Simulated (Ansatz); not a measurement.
# LaCoPO (P4/nmm): equation of state

An exercise on one series of results from a longer session: the logs are not shown, and one member is left open.

Program: Ansatz 0.2.0. Level of theory: DFT PBE, scalar-relativistic, plane waves, PAW. These are calculated values, not measurements.

### The system as given

The structure is tetragonal, space group P4/nmm (No. 129). The conventional cell has a = 3.953 Å, b = 3.953 Å, c = 8.446 Å, α = 90.00°, β = 90.00°, γ = 90.00°. La (site symmetry 4mm) is surrounded by 4 O at 2.35 Å. Around Co (site symmetry -4m2) lie 4 P at 2.24 Å. P (site symmetry 4mm) is surrounded by 4 Co at 2.24 Å. Around O (site symmetry -4m2) lie 4 La at 2.35 Å.

As a file:

```
La Co P O
1.0
     3.95338    0.00000    0.00000
     0.00000    3.95338    0.00000
     0.00000    0.00000    8.44614
La Co P O
2 2 2 2
Direct
  0.00000 0.50000 0.84848
  0.50000 0.00000 0.15152
  0.50000 0.50000 0.50000
  0.00000 0.00000 0.50000
  0.50000 0.00000 0.62535
  0.00000 0.50000 0.37465
  0.00000 0.00000 0.00000
  0.50000 0.50000 0.00000
```

This cell comes from an earlier session at PBE: 16.501 Å³/atom at 0.00 GPa, on a 8×8×4 mesh.

Volume factors to run: 0.980, 1.020, 0.960, 1.040.

The first run:

The input, input.yaml:

```yaml
crystal:
  lattice:
    - [3.9268507316, 0.0, 0.0]
    - [0.0, 3.9268507316, 0.0]
    - [0.0, 0.0, 8.3894505001]
  atoms:
    - { symbol: La, position: [0.0, 0.5, 0.8484759577] }
    - { symbol: La, position: [0.5, 0.0, 0.1515240423] }
    - { symbol: Co, position: [0.5, 0.5, 0.5], spin: 0.61 }
    - { symbol: Co, position: [0.0, 0.0, 0.5], spin: 0.61 }
    - { symbol: P, position: [0.5, 0.0, 0.6253458784] }
    - { symbol: P, position: [0.0, 0.5, 0.3746541216] }
    - { symbol: O, position: [0.0, 0.0, 0.0] }
    - { symbol: O, position: [0.5, 0.5, 0.0] }
basis:
  ecutwfc: 420
  ecutrho_ratio: 4
kpoints:
  mp_grid: { grid: [8, 8, 4] }
hamiltonian:
  xc: pbe
scf:
  occupations: { method: gaussian, width: 0.05 }
output:
  forces: true
  stress: true
  eigenvalues: true
  populations: true
magnetization:
  spin_polarized: true
relax:
  f_tol: 0.01
  max_steps: 40
  cell: { stress_tol: 0.1, fix: [volume] }
```

Started as:

```sh
> ansatz run input.yaml --threads 4 --pin off --max-ram 10240MiB --backend cpu --events-out ev --progress --plain --runs-dir out
```

Among the steps run: Scaling the volume by 0.980; Volume × 1.020; Scaling the volume by 0.960; Volume × 1.040.

One table of the session follows, with a row left open; its other results are not shown here.

It belongs to the step «Energy and pressure against volume». 

| volume (Å³/atom) | energy (meV/atom) | pressure (GPa) | moment of atom 3 (μB) |
| --- | --- | --- | --- |
| 15.841 | 8.76 | 4.38 | 0.51 |
| 16.171 | ? | ? | ? |
| 16.501 | 0.00 | 0.00 | 0.56 |
| 16.831 | 1.94 | -1.86 | 0.57 |
| 17.161 | 7.48 | -3.53 | 0.58 |

Estimate the missing values for volume (Å³/atom) = 16.171.

Worked estimate for «energy (meV/atom)». A straight line through the neighbours (15.841, 8.76) and (16.501, 0.00) gives 8.76 + (0.00 − 8.76) × (16.171 − 15.841) / (16.501 − 15.841) = 4.38; a parabola fitted to 3 rows on both sides gives 2.27.

The run gave: energy (meV/atom): 2.13; pressure (GPa): 2.08; moment of atom 3 (μB): 0.54. In «energy (meV/atom)» the line misses by +2.25 and the parabola by +0.14.

Caveats from the session: Warnings in the runs' records: stability check not made.
